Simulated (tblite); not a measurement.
# C3H13NO3Si2: the cost of one run

Programs: tblite 0.8.0 and PySCF 2.14.0, with density-fitted response routines of our own. Each step states its level of theory. These are calculated values for one molecule in the gas phase, unless marked as measured. Atoms are numbered from 0 throughout.

## (1) Starting geometry

22 atoms, charge 0, multiplicity 1; geometry from: force field or distance geometry start.

Bonds of the start (Å): C0–O1 1.36, O1–C2 1.41, C2–O3 1.38, O3–C4 1.40, C2–Si5 1.85, Si5–N6 1.78, Si5–O7 1.72, O7–Si8 1.72, C0–H9 1.12, C0–H10 1.11, C0–H11 1.13, C2–H12 1.13, C4–H13 1.11, C4–H14 1.12, C4–H15 1.12, Si5–H16 1.47, N6–H17 1.07, N6–H18 1.05, Si8–H19 1.46, Si8–H20 1.48, Si8–H21 1.48.

## (2) Geometry optimisation with GFN2-xTB

Job settings and geometry (Å):

```
{"job": {"kind": "relax", "xc": "GFN2-xTB", "basis": "xTB"}, "charge": 0, "multiplicity": 1}
C     -1.866000     1.548700    -1.381000
O     -1.174900     0.381800    -1.517300
C     -0.843500    -0.229800    -0.295500
O     -1.431300    -1.473100    -0.215600
C     -2.288900    -1.631900     0.874600
Si     0.995300    -0.263200    -0.143200
N      1.600500    -1.733300     0.661900
O      1.579800     1.108000     0.706100
Si     3.237500     1.414200     0.347800
H     -1.323400     2.329300    -0.795500
H     -2.069900     1.944100    -2.400900
H     -2.854700     1.429900    -0.856100
H     -1.246000     0.375900     0.564100
H     -2.747000    -2.635400     0.939100
H     -3.140800    -0.903900     0.861600
H     -1.704300    -1.406200     1.797300
H      1.567500    -0.273000    -1.502200
H      1.531800    -2.553600    -0.016300
H      1.051800    -1.997500     1.518500
H      3.392000     2.330700    -0.778400
H      3.762700     2.107600     1.540500
H      3.961300     0.150200     0.089700
```

Run with:

```console
$ OMP_NUM_THREADS=1 python probes_run.py task.json out
```

One launch serves the whole session: the jobs run in the order shown.

Q: Estimate the wall time of this first job on 1 thread of Arm Neoverse N1, shared host.

About 2.8 s.
